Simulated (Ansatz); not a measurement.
# HfH (doublet): wave-function methods side by side, def2-TZVPP

One table from this session's results is given with a row withheld; the runs are named, their logs left out.

Method: def2-TZVPP, core rule «outside noble gas», up to 4 orbitals frozen; program: Ansatz 0.2.0, Gaussian basis.

Plan: UHF; ROHF; CCSD(T) on UHF.

2 further runs of the same task are left out: 2 set aside as unsound or not needed.

**The geometry**

The geometry is a PBE0/def2-TZVP stationary point (not a proven minimum). No spin-orbit coupling is included. Elements past krypton take def2 core potentials.

2 atoms, charge 0, spin multiplicity 2.

Atoms are counted from 1 here; the program's logs count them from 0.

Bond lengths: Hf1–H2 1.832 Å.

The first run:

in.yaml

```yaml
crystal:
  periodic: [false, false, false]
  atoms:
    - {symbol: Hf, position_ang: [0.000000, 0.000000, 0.000000]}
    - {symbol: H, position_ang: [0.000000, 0.000000, 1.831618]}
basis:
  gaussian: {orbitals: def2-TZVPP}
magnetization: {spin_polarized: true, initial_magnetization: 1}
hamiltonian: {xc: hf}
output: {orbitals: {seedname: orbitals}}
```

Run with:

```console
> ansatz run in.yaml --threads 1 --pin off --events-out ev --progress --plain --max-ram 4096MiB --backend cpu
```

Among the steps run: UHF; ROHF; CCSD(T) on UHF.

One of the session's tables, all rows but one given; the rest of the session is left out.

```
  method  from UCCSD(T) (kJ/mol)
    ROHF                  +266.4
     UHF                  +238.3
    UMP2                       ?
   UCCSD                    +9.1
UCCSD(T)                       0
```

**Question.** Estimate the row for UMP2.

**Answer.** from UCCSD(T) (kJ/mol): +76.0. In the column «from UCCSD(T) (kJ/mol)» it lies between UCCSD (+9.1) and UHF (+238.3).

With the free atoms at the same levels and basis (separate runs), the atomisation energy is 2.760 eV at UCCSD(T), 1.866 eV at ROHF.

Caveats from the session: The determinant is far from a pure spin state, so its energy mixes those of several spin states (harmless only where they are near-degenerate, as at dissociation). Warnings: spin contamination; coupled cluster took another determinant than the lowest.
